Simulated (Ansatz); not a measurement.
# H4OSiTe: two geometries relaxed

Aim: relax the geometries before and after the rotation by 120° about the O1–Si2 bond, and see whether they are two minima and how far apart in energy. SMILES of the start: O[SiH2][TeH].

All numbers below are computed with Ansatz 0.2.0 (RKS B3LYP-D4/def2-SVP).

## (1) The structure to begin with

Bond lengths: O1–Si2 1.627 Å, Si2–Te3 2.469 Å, O1–H4 0.953 Å, Si2–H5 1.461 Å, Si2–H6 1.457 Å, Te3–H7 1.644 Å. Angles: O1–Si2–Te3 105.8°, O1–Si2–H5 109.0°, O1–Si2–H6 110.6°, Te3–Si2–H5 114.6°, Te3–Si2–H6 108.3°, H5–Si2–H6 108.6°, Si2–O1–H4 121.5°, Si2–Te3–H7 91.6°.

As a file:

```xyz
7

O    -1.1881   -0.5458   -0.4832
Si   -0.1052    0.5247    0.0914
Te    1.5206   -0.7994    1.3950
H    -1.9210   -0.2707   -1.0265
H     0.4726    1.2640   -1.0279
H    -0.7497    1.4718    0.9921
H     1.9709   -1.6447    0.0591
```

## (2) Relaxing end A

Input file input.yaml:

```yaml
crystal:
  periodic: [false, false, false]
  atoms:
    - { symbol: O, position_ang: [-1.18809, -0.54577, -0.48323] }
    - { symbol: Si, position_ang: [-0.10525, 0.52474, 0.0914] }
    - { symbol: Te, position_ang: [1.52061, -0.79935, 1.39499] }
    - { symbol: H, position_ang: [-1.92099, -0.27066, -1.02647] }
    - { symbol: H, position_ang: [0.47258, 1.26397, -1.02791] }
    - { symbol: H, position_ang: [-0.74974, 1.47176, 0.99213] }
    - { symbol: H, position_ang: [1.97087, -1.6447, 0.05909] }
basis:
  gaussian: { orbitals: def2-SVP }
hamiltonian:
  xc: b3lyp
  dispersion: d4
relax:
  f_tol: 0.015
  max_steps: 40
output:
  orbitals: {}
```

Launch:

```console
> ansatz run input.yaml --threads 1 --pin off --max-ram 2048MiB --backend cpu --events-out ev --progress --plain --runs-dir out
```

What it wrote, cut to the lines that bear on the results:

```text
Warning: RAYON_NUM_THREADS=1 ignored (pool sized by the plan → 1); use --threads N
[...]
Functional definition: B3LYP
[...]
905 factors; integrals over basis functions are off by at most 3.1e-4 eV
[...]
mean field -17282.97285850 eV, -635.1375377301 hartree, gradient 6.5e-5 eV, S^2 0.000000; 0 other end points of the search recorded, 0 dependent functions left out
[...]
reference -17282.97309191 eV, -635.1375463078 hartree; 25, 25 occupied and 53, 53 virtual orbitals, 905 factors
relax step   1: F+E_penalty+E_count = -17283.22454439 eV  Δ(F+E_penalty+E_count) = +0.000e0 eV  max|allowed force component| = 1.174e0 eV/Å  Δτ_max = 0.0000 Å  (23 SCF iters, accepted)
[...]
relax step   5: F+E_penalty+E_count = -17283.32763654 eV  Δ(F+E_penalty+E_count) = -7.211e-3 eV  max|allowed force component| = 1.482e-1 eV/Å  Δτ_max = 0.0504 Å  (26 SCF iters, accepted)
[...]
relax step   9: F+E_penalty+E_count = -17283.33177994 eV  Δ(F+E_penalty+E_count) = -1.006e-3 eV  max|allowed force component| = 5.035e-2 eV/Å  Δτ_max = 0.0264 Å  (25 SCF iters, accepted)
[...]
relax step  13: F+E_penalty+E_count = -17283.33582276 eV  Δ(F+E_penalty+E_count) = -3.636e-3 eV  max|allowed force component| = 1.545e-1 eV/Å  Δτ_max = 0.0608 Å  (26 SCF iters, accepted)
[...]
relax step  15: F+E_penalty+E_count = -17283.30711452 eV  Δ(F+E_penalty+E_count) = +3.507e-2 eV  max|allowed force component| = 1.950e0 eV/Å  Δτ_max = 0.1464 Å  (27 SCF iters, rejected (line search))
[...]
relax step  16: F+E_penalty+E_count = -17283.35009241 eV  Δ(F+E_penalty+E_count) = -7.909e-3 eV  max|allowed force component| = 2.206e-1 eV/Å  Δτ_max = 0.0732 Å  (27 SCF iters, accepted)
```

## (3) The log goes on: end point A relaxed

Output, continued, cut to the lines that bear on the results:

```text
[...]
905 factors; integrals over basis functions are off by at most 5.7e-4 eV
mean field -17283.11279140 eV, -635.1426801693 hartree, gradient 2.7e-5 eV, S^2 0.000000; 0 other end points of the search recorded, 0 dependent functions left out
[...]
reference -17283.11302167 eV, -635.1426886317 hartree; 25, 25 occupied and 53, 53 virtual orbitals, 905 factors
relax step  17: F+E_penalty+E_count = -17283.35815127 eV  Δ(F+E_penalty+E_count) = -8.059e-3 eV  max|allowed force component| = 4.661e-1 eV/Å  Δτ_max = 0.0750 Å  (26 SCF iters, accepted)
[...]
relax step  20: F+E_penalty+E_count = -17283.37531523 eV  Δ(F+E_penalty+E_count) = -8.790e-3 eV  max|allowed force component| = 2.406e-1 eV/Å  Δτ_max = 0.0562 Å  (27 SCF iters, accepted)
[...]
reference -17283.15658199 eV, -635.1442894437 hartree; 25, 25 occupied and 53, 53 virtual orbitals, 905 factors
Total energy: -17283.40378492 eV, -635.1533739838 hartree
Atom 0 at    -1.635459    -0.066850    -0.455480 Å, force    -0.005505     0.002724    -0.001360 eV/Å
Atom 1 at    -0.213675     0.588685     0.111360 Å, force    -0.011830    -0.004066     0.002048 eV/Å
Atom 2 at     1.271276    -1.096294     1.283286 Å, force     0.004056     0.001771    -0.014457 eV/Å
Atom 3 at    -1.575356    -0.886711    -0.961004 Å, force     0.007363    -0.000713     0.001158 eV/Å
Atom 4 at     0.610357     1.190138    -0.975321 Å, force     0.002775    -0.002053     0.000180 eV/Å
Atom 5 at    -0.614920     1.606091     1.111758 Å, force     0.004512     0.003162     0.002427 eV/Å
Atom 6 at     2.157767    -1.335069    -0.114600 Å, force    -0.001371    -0.000826     0.010003 eV/Å
Dipole moment:     0.050637    -0.112540    -0.224667 e Å
```

Run time: 67 s. Hardware: 1 thread of Intel Xeon 6975P-C (Granite Rapids), shared host; peak memory 0.18 GiB.

Relaxation path:

| step | energy from step 1 (eV) | largest force component (eV/Å) |
| --- | --- | --- |
| 1 | 0.0000 | 1.1737 |
| 2 | -0.0503 | 0.5335 |
| 3 | -0.0892 | 0.2307 |
| 4 | -0.0959 | 0.2971 |
| 5 | -0.1031 | 0.1482 |
| 6 | -0.1045 | 0.1612 |
| 7 | -0.1062 | 0.1795 |
| 8x | -0.1056 | 0.3958 |
| 9 | -0.1072 | 0.0503 |
| 10 | -0.1074 | 0.0425 |
| 11 | -0.1076 | 0.3680 |
| 12x | -0.0936 | 1.3345 |
| 13 | -0.1113 | 0.1545 |
| 14 | -0.1176 | 0.1698 |
| 15x | -0.0826 | 1.9499 |
| 16 | -0.1255 | 0.2206 |
| 17 | -0.1336 | 0.4661 |
| 18x | -0.1251 | 1.1552 |
| 19 | -0.1420 | 0.3064 |
| 20 | -0.1508 | 0.2406 |
| 21 | -0.1620 | 0.1651 |
| 22 | -0.1721 | 0.1040 |
| 23x | -0.0491 | 2.6338 |
| 24 | -0.1780 | 0.0348 |
| 25 | -0.1789 | 0.0295 |
| 26x | -0.1784 | 0.0576 |
| 27 | -0.1790 | 0.0170 |
| 28 | -0.1790 | 0.0145 |

Step 1 is the start. 6 steps were tried and not accepted (marked x).

After: Bond lengths: O1–Si2 1.665 Å, Si2–Te3 2.533 Å, O1–H4 0.965 Å, Si2–H5 1.491 Å, Si2–H6 1.482 Å, Te3–H7 1.672 Å. Angles: O1–Si2–Te3 113.3°, O1–Si2–H5 112.5°, O1–Si2–H6 105.6°, Te3–Si2–H5 106.4°, Te3–Si2–H6 107.6°, H5–Si2–H6 111.4°, Si2–O1–H4 117.4°, Si2–Te3–H7 91.1°.

## (4) End point B

The second end starts from a geometry with the move made by hand.

Input file input.yaml:

```yaml
crystal:
  periodic: [false, false, false]
  atoms:
    - { symbol: O, position_ang: [-1.18809, -0.54577, -0.48323] }
    - { symbol: Si, position_ang: [-0.10525, 0.52474, 0.0914] }
    - { symbol: Te, position_ang: [0.89902, 1.59492, -1.89408] }
    - { symbol: H, position_ang: [-1.92099, -0.27066, -1.02647] }
    - { symbol: H, position_ang: [-0.78326, 1.44591, 0.99967] }
    - { symbol: H, position_ang: [0.95164, -0.15954, 0.82508] }
    - { symbol: H, position_ang: [-0.55531, 2.2066, -2.35535] }
basis:
  gaussian: { orbitals: def2-SVP }
hamiltonian:
  xc: b3lyp
  dispersion: d4
relax:
  f_tol: 0.015
  max_steps: 40
```

Launch:

```console
> ansatz run input.yaml --threads 1 --pin off --max-ram 2048MiB --backend cpu --events-out ev --progress --plain --runs-dir out
```

What it wrote:

```text
Warning: RAYON_NUM_THREADS=1 ignored (pool sized by the plan → 1); use --threads N
The last accepted step is kept in <dir> (removed where the run ends without a failure and the disk answers)
Engine: ansatz 0.2.0, x86_64-unknown-linux-gnu
[... 1 set-up line as earlier in the session ...]
  parameter a0 = 0.2
  parameter ax = 0.72
  parameter ac = 0.81
  exchange = (1 - a0 - ax)*slater_x + ax*b88_x + a0*exact_x
  correlation = (1 - ac)*vwn_rpa_c + ac*lyp_c
907 factors; integrals over basis functions are off by at most 2.9e-4 eV
mean field evaluation 1: about -17278.7566 eV, gradient 4.9e1 eV
mean field evaluation 2: about -17267.8689 eV, gradient 9.0e1 eV
mean field evaluation 4: about -17282.9691 eV, gradient 1.8e0 eV
mean field evaluation 8: about -17282.9771 eV, gradient 1.1e-1 eV
mean field evaluation 16: about -17282.9771 eV, gradient 9.0e-6 eV
mean field -17282.97714159 eV, -635.1376951309 hartree, gradient 9.0e-6 eV, S^2 0.000000; 0 other end points of the search recorded, 0 dependent functions left out
the calculation of the forces begins
reference -17282.97736910 eV, -635.1377034917 hartree; 25, 25 occupied and 53, 53 virtual orbitals, 907 factors
relax step   1: F+E_penalty+E_count = -17283.23218452 eV  Δ(F+E_penalty+E_count) = +0.000e0 eV  max|allowed force component| = 1.326e0 eV/Å  Δτ_max = 0.0000 Å  (25 SCF iters, accepted)
these checks for a lower state are left out or cut short: starts, cluster_reference, orbital_swaps, neighbouring_geometries, increment
907 factors; integrals over basis functions are off by at most 3.8e-4 eV
mean field -17283.08279349 eV, -635.1415777664 hartree, gradient 1.3e-5 eV, S^2 0.000000; 0 other end points of the search recorded, 0 dependent functions left out
the calculation of the forces begins
reference -17283.08302528 eV, -635.1415862845 hartree; 25, 25 occupied and 53, 53 virtual orbitals, 907 factors
relax step   2: F+E_penalty+E_count = -17283.32704000 eV  Δ(F+E_penalty+E_count) = -9.486e-2 eV  max|allowed force component| = 6.900e-1 eV/Å  Δτ_max = 0.1910 Å  (27 SCF iters, accepted)
these checks for a lower state are left out or cut short: starts, cluster_reference, orbital_swaps, neighbouring_geometries, increment
907 factors; integrals over basis functions are off by at most 3.5e-4 eV
mean field -17283.12318404 eV, -635.1430620919 hartree, gradient 1.2e-5 eV, S^2 0.000000; 0 other end points of the search recorded, 0 dependent functions left out
the calculation of the forces begins
reference -17283.12341411 eV, -635.1430705468 hartree; 25, 25 occupied and 53, 53 virtual orbitals, 907 factors
relax step   3: F+E_penalty+E_count = -17283.37048472 eV  Δ(F+E_penalty+E_count) = -4.344e-2 eV  max|allowed force component| = 1.910e-1 eV/Å  Δτ_max = 0.0812 Å  (27 SCF iters, accepted)
these checks for a lower state are left out or cut short: starts, cluster_reference, orbital_swaps, neighbouring_geometries, increment
907 factors; integrals over basis functions are off by at most 3.5e-4 eV
mean field evaluation 32: about -17283.1292 eV, gradient 3.1e-3 eV
mean field -17283.12813056 eV, -635.1432438732 hartree, gradient 1.7e-5 eV, S^2 0.000000; 0 other end points of the search recorded, 0 dependent functions left out
the calculation of the forces begins
reference -17283.12836093 eV, -635.1432523389 hartree; 25, 25 occupied and 53, 53 virtual orbitals, 907 factors
relax step   4: F+E_penalty+E_count = -17283.37534596 eV  Δ(F+E_penalty+E_count) = -4.861e-3 eV  max|allowed force component| = 1.357e-1 eV/Å  Δτ_max = 0.0226 Å  (26 SCF iters, accepted)
these checks for a lower state are left out or cut short: starts, cluster_reference, orbital_swaps, neighbouring_geometries, increment
907 factors; integrals over basis functions are off by at most 3.5e-4 eV
mean field -17283.14411321 eV, -635.1438312246 hartree, gradient 2.6e-5 eV, S^2 0.000000; 0 other end points of the search recorded, 0 dependent functions left out
the calculation of the forces begins
reference -17283.14434382 eV, -635.1438396996 hartree; 25, 25 occupied and 53, 53 virtual orbitals, 907 factors
relax step   5: F+E_penalty+E_count = -17283.39092456 eV  Δ(F+E_penalty+E_count) = -1.558e-2 eV  max|allowed force component| = 9.867e-2 eV/Å  Δτ_max = 0.1896 Å  (27 SCF iters, accepted)
these checks for a lower state are left out or cut short: starts, cluster_reference, orbital_swaps, neighbouring_geometries, increment
907 factors; integrals over basis functions are off by at most 3.6e-4 eV
mean field -17283.14559982 eV, -635.1438858564 hartree, gradient 2.6e-5 eV, S^2 0.000000; 0 other end points of the search recorded, 0 dependent functions left out
the calculation of the forces begins
reference -17283.14583071 eV, -635.1438943417 hartree; 25, 25 occupied and 53, 53 virtual orbitals, 907 factors
relax step   6: F+E_penalty+E_count = -17283.39105801 eV  Δ(F+E_penalty+E_count) = -1.335e-4 eV  max|allowed force component| = 3.054e-1 eV/Å  Δτ_max = 0.1474 Å  (26 SCF iters, accepted)
these checks for a lower state are left out or cut short: starts, cluster_reference, orbital_swaps, neighbouring_geometries, increment
907 factors; integrals over basis functions are off by at most 3.8e-4 eV
mean field -17283.15305211 eV, -635.1441597230 hartree, gradient 1.8e-5 eV, S^2 0.000000; 0 other end points of the search recorded, 0 dependent functions left out
the calculation of the forces begins
reference -17283.15328393 eV, -635.1441682423 hartree; 25, 25 occupied and 53, 53 virtual orbitals, 907 factors
relax step   7: F+E_penalty+E_count = -17283.39924565 eV  Δ(F+E_penalty+E_count) = -8.188e-3 eV  max|allowed force component| = 7.190e-2 eV/Å  Δτ_max = 0.1009 Å  (26 SCF iters, accepted)
these checks for a lower state are left out or cut short: starts, cluster_reference, orbital_swaps, neighbouring_geometries, increment
907 factors; integrals over basis functions are off by at most 3.9e-4 eV
mean field evaluation 64: about -17283.1554 eV, gradient 1.7e-5 eV
mean field -17283.15536352 eV, -635.1442446657 hartree, gradient 1.8e-5 eV, S^2 0.000000; 0 other end points of the search recorded, 0 dependent functions left out
the calculation of the forces begins
reference -17283.15559621 eV, -635.1442532170 hartree; 25, 25 occupied and 53, 53 virtual orbitals, 907 factors
relax step   8: F+E_penalty+E_count = -17283.40167078 eV  Δ(F+E_penalty+E_count) = -2.425e-3 eV  max|allowed force component| = 3.504e-2 eV/Å  Δτ_max = 0.0422 Å  (26 SCF iters, accepted)
these checks for a lower state are left out or cut short: starts, cluster_reference, orbital_swaps, neighbouring_geometries, increment
907 factors; integrals over basis functions are off by at most 4.1e-4 eV
mean field -17283.15551136 eV, -635.1442500987 hartree, gradient 1.1e-5 eV, S^2 0.000000; 0 other end points of the search recorded, 0 dependent functions left out
the calculation of the forces begins
reference -17283.15574376 eV, -635.1442586396 hartree; 25, 25 occupied and 53, 53 virtual orbitals, 907 factors
relax step   9: F+E_penalty+E_count = -17283.40244692 eV  Δ(F+E_penalty+E_count) = -7.761e-4 eV  max|allowed force component| = 1.689e-1 eV/Å  Δτ_max = 0.0591 Å  (28 SCF iters, accepted)
these checks for a lower state are left out or cut short: starts, cluster_reference, orbital_swaps, neighbouring_geometries, increment
907 factors; integrals over basis functions are off by at most 4.1e-4 eV
mean field -17283.15247495 eV, -635.1441385130 hartree, gradient 2.0e-5 eV, S^2 0.000000; 0 other end points of the search recorded, 0 dependent functions left out
the calculation of the forces begins
reference -17283.15270746 eV, -635.1441470573 hartree; 25, 25 occupied and 53, 53 virtual orbitals, 907 factors
relax step  10: F+E_penalty+E_count = -17283.39962562 eV  Δ(F+E_penalty+E_count) = +2.821e-3 eV  max|allowed force component| = 1.189e-1 eV/Å  Δτ_max = 0.0424 Å  (26 SCF iters, rejected (line search))
these checks for a lower state are left out or cut short: starts, cluster_reference, orbital_swaps, neighbouring_geometries, increment
907 factors; integrals over basis functions are off by at most 4.2e-4 eV
mean field -17283.15641669 eV, -635.1442833692 hartree, gradient 1.8e-5 eV, S^2 0.000000; 0 other end points of the search recorded, 0 dependent functions left out
the calculation of the forces begins
reference -17283.15664868 eV, -635.1442918945 hartree; 25, 25 occupied and 53, 53 virtual orbitals, 907 factors
relax step  11: F+E_penalty+E_count = -17283.40358256 eV  Δ(F+E_penalty+E_count) = -1.136e-3 eV  max|allowed force component| = 1.246e-2 eV/Å  Δτ_max = 0.0174 Å  (26 SCF iters, accepted)
907 factors; integrals over basis functions are off by at most 4.2e-4 eV
mean field evaluation 96: about -17283.1564 eV, gradient 1.3e-1 eV
mean field -17283.15641669 eV, -635.1442833692 hartree, gradient 1.8e-5 eV, S^2 0.000000; 1 other end points of the search recorded, 0 dependent functions left out
the calculation of the forces begins
reference -17283.15664868 eV, -635.1442918945 hartree; 25, 25 occupied and 53, 53 virtual orbitals, 907 factors
Total energy: -17283.40381455 eV, -635.1533750728 hartree
Atom 0 at    -1.245721    -0.758289    -0.274605 Å, force     0.001412    -0.004917     0.000819 eV/Å
Atom 1 at    -0.180100     0.487294     0.017334 Å, force     0.003971    -0.012465     0.008220 eV/Å
Atom 2 at     0.832106     1.461208    -2.090119 Å, force     0.000083     0.001735    -0.005784 eV/Å
Atom 3 at    -1.922796    -0.611783    -0.946362 Å, force    -0.004962     0.003170    -0.007173 eV/Å
Atom 4 at    -0.817294     1.625453     0.737820 Å, force    -0.001000     0.006912     0.004889 eV/Å
Atom 5 at     0.920428    -0.109294     0.811564 Å, force    -0.000532     0.007251    -0.001560 eV/Å
Atom 6 at    -0.288863     2.701610    -2.098612 Å, force     0.001027    -0.001686     0.000590 eV/Å
Dipole moment:    -0.226504     0.105460    -0.060286 e Å
```

It took 28 s on 1 thread of Intel Xeon 6975P-C (Granite Rapids), shared host; peak memory 0.25 GiB.

Relaxation path:

| step | energy from step 1 (eV) | largest force component (eV/Å) |
| --- | --- | --- |
| 1 | 0.0000 | 1.3261 |
| 2 | -0.0949 | 0.6900 |
| 3 | -0.1383 | 0.1910 |
| 4 | -0.1432 | 0.1357 |
| 5 | -0.1587 | 0.0987 |
| 6 | -0.1589 | 0.3054 |
| 7 | -0.1671 | 0.0719 |
| 8 | -0.1695 | 0.0350 |
| 9 | -0.1703 | 0.1689 |
| 10x | -0.1674 | 0.1189 |
| 11 | -0.1714 | 0.0125 |

Step 1 is the start. 1 step was tried and not accepted (marked x).

After: Bond lengths: O1–Si2 1.665 Å, Si2–Te3 2.533 Å, O1–H4 0.965 Å, Si2–H5 1.490 Å, Si2–H6 1.483 Å, Te3–H7 1.672 Å. Angles: O1–Si2–Te3 113.4°, O1–Si2–H5 112.5°, O1–Si2–H6 105.5°, Te3–Si2–H5 106.2°, Te3–Si2–H6 107.7°, H5–Si2–H6 111.5°, Si2–O1–H4 117.2°, Si2–Te3–H7 91.2°.

## (5) What came out

```
                           quantity                     value
                              end A  21 moves, 0.179 eV lower
                              end B   9 moves, 0.171 eV lower
largest difference between the ends                    0.01 Å
            end B relative to end A                 -0.000 eV
```

In words: Both starts fell into the same minimum (no atom differs by more than 0.01 Å), so from this start no second minimum was found and no band was run; another arrangement could still be one.
